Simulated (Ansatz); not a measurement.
# ErB: the cost of one run

Method: DFT PBE, scalar-relativistic, plane waves, PAW; 4f electrons in the core of a trivalent norm-conserving potential, in Ansatz 0.2.0.

## (1) Starting point

The structure is hexagonal, space group P-6m2 (No. 187). Conventional cell: a = 3.143 Å, b = 3.143 Å, c = 4.975 Å, α = 90.00°, β = 90.00°, γ = 120.00°. Er (site symmetry -6m2) has 6 B at 3.08 Å and 6 Er at 3.14 Å in its first shell of neighbours. B (site symmetry -6m2) has 6 Er at 3.08 Å and 6 B at 3.14 Å in its first shell of neighbours.

Coordinates:

```
CELL_PARAMETERS angstrom
3.14321 0.00000 0.00000
-1.57160 2.72210 0.00000
0.00000 0.00000 4.97461
ATOMIC_POSITIONS crystal
Er 0.00000 0.00000 0.00000
B 0.33333 0.66667 0.50000
```

Recipe of the guess: species swapped into a database cell of ZrTi (P-6m2, No. 187), with Er on the Zr sites and B on the Ti sites. The dimensions are guesses.

## (2) Probe: one point on a coarse mesh

input.yaml

```yaml
crystal:
  lattice:
    - [3.14320672, 0.0, 0.0]
    - [-1.57160336, 2.72209687, 0.0]
    - [0.0, 0.0, 4.97461352]
  atoms:
    - { symbol: Er, position: [0.0, 0.0, 0.0] }
    - { symbol: B, position: [0.33333333, 0.66666667, 0.5] }
basis:
  ecutwfc: 770
kpoints:
  mp_grid: { grid: [6, 6, 4] }
hamiltonian:
  xc: pbe
  pseudopotentials:
    kind: paw
    azcp: { Er: "pseudopotentials/pbe/nc/lanthanide_3plus/Er.nc.azcp" }
scf:
  occupations: { method: gaussian, width: 0.1 }
  lower_state_search: "off"
output:
  forces: true
  stress: true
  eigenvalues: true
```

Launch:

```bash
> ansatz run input.yaml --threads 1 --pin off --max-ram 2560MiB --backend cpu --events-out ev --progress --plain --runs-dir out
```

Q: Estimate wall time and peak memory on 1 thread of Arm Neoverse V2, shared host.

About 1.8 s, with a peak of 0.29 GiB.
